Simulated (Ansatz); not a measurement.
# SbH2O radical (SMILES [OH][SbH]): one structure at several levels

The task here is to estimate one member of a computed series from the others.

Program: Ansatz 0.2.0, Gaussian basis. Level of theory: single points in def2-TZVPP. These are calculated values, not measurements.

Correlated methods freeze the cores. Filled d shells of the heavier atoms are correlated. Core potentials replace the inner electrons past krypton, and spin-orbit coupling is left out. Orbitals are unrestricted.

## The system as given

SMILES `[OH][SbH]`, 4 atoms, charge 0, spin multiplicity 2.

Atoms are counted from 1 here; the program's logs count them from 0.

Bond lengths: O1–Sb2 1.971 Å, O1–H3 0.982 Å, Sb2–H4 1.828 Å. Angles: Sb2–O1–H3 118.8°, O1–Sb2–H4 83.3°.

Geometry (Å):

```csv
atom,x (Å),y (Å),z (Å)
O1,-0.19010,-0.77790,0.37060
Sb2,0.67480,0.83840,-0.35400
H3,0.37280,-1.53870,0.63190
H4,-1.04680,1.34160,-0.70880
```

The first run:

run/in.yaml

```yaml
crystal:
  periodic: [false, false, false]
  atoms:
    - {symbol: O, position_ang: [-0.190100, -0.777900, 0.370600]}
    - {symbol: Sb, position_ang: [0.674800, 0.838400, -0.354000]}
    - {symbol: H, position_ang: [0.372800, -1.538700, 0.631900]}
    - {symbol: H, position_ang: [-1.046800, 1.341600, -0.708800]}
basis:
  gaussian: {orbitals: def2-TZVPP}
magnetization: {spin_polarized: true, initial_magnetization: 1}
correlation: {method: ccsd_t}
scf: {omitted_lower_state_checks: [cluster_reference]}
output: {forces: true}
```

No record of the launch command was kept for these runs.

Among the steps run: CCSD(T)/def2-TZVPP; PBE0-D4/def2-TZVPP; wB97M-V/def2-TZVPP; r2SCAN-D4/def2-TZVPP; PBE-D4/def2-TZVPP; SPW92/def2-TZVPP; BHLYP-D4/def2-TZVPP.

One of the session's tables, all rows but one given; the rest of the session is left out.

| method | RMS force component (eV/Å) | angle to CCSD(T) forces (°) | dipole (D) |
| --- | --- | --- | --- |
| CCSD(T) | 0.771 | reference | 1.89 |
| PBE0-D4 | 0.772 | 4.8 | 1.90 |
| wB97M-V | ? | ? | ? |
| r2SCAN-D4 | 0.718 | 3.8 | 1.85 |
| PBE-D4 | 0.592 | 21.6 | 1.82 |
| SPW92 | 0.553 | 14.8 | 1.76 |
| BHLYP-D4 | 0.977 | 13.0 | 2.10 |

Estimate the missing values for wB97M-V.

As computed: RMS force component (eV/Å): 0.810; angle to CCSD(T) forces (°): 4.2; dipole (D): 2.00. In the column «RMS force component (eV/Å)» it lies between PBE0-D4 (0.772) and BHLYP-D4 (0.977).
